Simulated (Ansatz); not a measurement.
**CH₃BOSe: basis-set convergence**

An exercise on one series of results from a longer session: the logs are not shown, and one member is left open.

Method: one geometry, several basis sets; program: Ansatz 0.2.0, Gaussian basis.

Plan: PBE0-D4/def2-SVP; ωB97M-V/def2-SVP; PBE0-D4/def2-QZVPP; ωB97M-V/def2-QZVPP; the functionals' def2-TZVPP values are taken from earlier runs.

## The relaxed structure

All runs share one geometry, relaxed beforehand with PBE0-D4 in a triple-zeta def2 set.

SMILES `BC(O)=[Se]`, 7 atoms, charge 0, spin multiplicity 1.

Atoms are counted from 1 here; the program's logs count them from 0.

Bond lengths: B1–C2 1.527 Å, B1–H5 1.196 Å, B1–H6 1.196 Å, C2–O3 1.301 Å, C2–Se4 1.781 Å, O3–H7 0.968 Å. Angles: C2–B1–H5 118.8°, C2–B1–H6 118.8°, H5–B1–H6 121.3°, B1–C2–O3 143.2°, B1–C2–Se4 88.1°, O3–C2–Se4 128.7°, C2–O3–H7 109.3°.

The first run:

in.yaml

```yaml
crystal:
  periodic: [false, false, false]
  atoms:
    - {symbol: B, position_ang: [-0.345207, 0.868424, -0.191918]}
    - {symbol: C, position_ang: [0.076245, -0.591458, -0.038070]}
    - {symbol: O, position_ang: [0.897956, -1.377187, 0.594778]}
    - {symbol: Se, position_ang: [-1.159547, -1.014329, -1.249168]}
    - {symbol: H, position_ang: [-1.132297, 1.325616, 0.584496]}
    - {symbol: H, position_ang: [0.273968, 1.571310, -0.936180]}
    - {symbol: H, position_ang: [1.449982, -0.850376, 1.190361]}
basis:
  gaussian: {orbitals: def2-SVP}
hamiltonian: {xc: pbe0, dispersion: d4}
output: {orbitals: {seedname: orbitals}}
```

Launch:

```console
> ansatz run in.yaml --threads 2 --pin off --events-out ev --progress --plain --max-ram 4352MiB
```

Steps of the session up to this table: PBE0-D4 in def2-SVP; ωB97M-V in def2-SVP; PBE0-D4 in def2-QZVPP; ωB97M-V in def2-QZVPP.

One of the session's tables, all rows but one given; the rest of the session is left out.

It belongs to the step «Functionals by basis». 

```
functional       basis  HOMO (eV)  LUMO (eV)
   PBE0-D4    def2-SVP      -7.25      -1.87
   PBE0-D4  def2-TZVPP      -7.34      -1.98
   PBE0-D4  def2-QZVPP      -7.36      -2.01
   ωB97M-V    def2-SVP      -9.27       0.33
   ωB97M-V  def2-TZVPP      -9.40       0.15
   ωB97M-V  def2-QZVPP          ?          ?
```

Estimate the missing values for ωB97M-V, def2-QZVPP.

**Answer.** HOMO (eV): -9.41; LUMO (eV): 0.09. In the column «HOMO (eV)» it is the lowest.
